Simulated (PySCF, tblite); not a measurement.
# C2H8F3NSi2: geometry, infrared bands and NMR shifts

Wanted: the infrared bands and NMR shifts of C2H8F3NSi2 (`FC(F)(F)CN([SiH3])[SiH3]`), by calculation.

The runs use tblite 0.8.0 and PySCF 2.14.0, with density-fitted response routines of our own; the level of theory stands in each step. All values are computed, except where a source is named. Atoms are numbered from 0 throughout.

## (1) The starting structure

16 atoms, charge 0, multiplicity 1; geometry from: force field or distance geometry start.

Bonds of the start (Å): F0–C1 1.36, C1–F2 1.34, C1–F3 1.35, C1–C4 1.54, C4–N5 1.49, N5–Si6 1.72, N5–Si7 1.72, C4–H8 1.10, C4–H9 1.10, Si6–H10 1.48, Si6–H11 1.47, Si6–H12 1.47, Si7–H13 1.49, Si7–H14 1.48, Si7–H15 1.47.

## (2) Optimising the geometry with GFN2-xTB

Job settings and geometry (Å):

```
{"job": {"kind": "relax", "xc": "GFN2-xTB", "basis": "xTB"}, "charge": 0, "multiplicity": 1}
F     -1.818900    -1.067400     1.141100
C     -1.984100    -0.118100     0.175600
F     -3.187100    -0.312800    -0.373500
F     -1.994800     1.093700     0.780100
C     -0.871800    -0.215400    -0.883600
N      0.552100    -0.038700    -0.497400
Si     1.186000     1.484800    -0.021600
Si     1.400300    -1.210200     0.429400
H     -0.969400    -1.189900    -1.390100
H     -1.110900     0.521400    -1.667700
H      0.815800     1.740300     1.390400
H      0.524400     2.486000    -0.877900
H      2.644500     1.539800    -0.226100
H      0.920900    -2.531400    -0.057600
H      1.032900    -1.056500     1.855200
H      2.852500    -1.116800     0.212500
```

On the command line:

```bash
$ OMP_NUM_THREADS=1 python probes_run.py task.json out
```

The driver reads the jobs from task.json and runs them one after another.

**Question.** This job is followed by: GFN2-xTB harmonic vibrations, gas phase; GIAO PBE0/pcSseg-1 NMR shielding, non-relativistic, gas phase. What will the session give for the following? strongest single infrared mode (GFN2-xTB); zero-point energy (GFN2-xTB); 13C shifts against TMS (PBE0/pcSseg-1); 1H shifts against TMS (PBE0/pcSseg-1, means over atoms taken as alike); 19F shifts against CFCl3 (PBE0/pcSseg-1, means over atoms taken as alike); 15N shifts against NH3 (PBE0/pcSseg-1); 29Si shifts against TMS (PBE0/pcSseg-1, means over atoms taken as alike).

The runs gave:

```
                                                                 quantity                 value
                                strongest single infrared mode (GFN2-xTB)  798 cm⁻¹, 674 km/mol
                                             zero-point energy (GFN2-xTB)         59.9 kcal/mol
                                   13C shifts against TMS (PBE0/pcSseg-1)       135.9, 59.7 ppm
   1H shifts against TMS (PBE0/pcSseg-1, means over atoms taken as alike)        4.77, 3.51 ppm
19F shifts against CFCl3 (PBE0/pcSseg-1, means over atoms taken as alike)             -88.5 ppm
                                   15N shifts against NH3 (PBE0/pcSseg-1)               2.8 ppm
 29Si shifts against TMS (PBE0/pcSseg-1, means over atoms taken as alike)             -38.0 ppm
```

**Reading.** Over 61 steps the energy fell by 0.451 eV; of the close pairs, C4–N5 changed most, 1.486 to 1.429 Å. No mode is imaginary among the 42: a minimum at this level. The strongest single mode, at 798 cm⁻¹, is spread over several atoms, H13, H11, H15, H14 among them. GFN2-xTB is a fitted tight-binding method: band positions and strengths are rough. Its intensities can rank the bands wrongly. At PBE0/pcSseg-1: The widest tensor belongs to F0, F2, F3: span 166 ppm, with a paramagnetic part of -214 ppm.
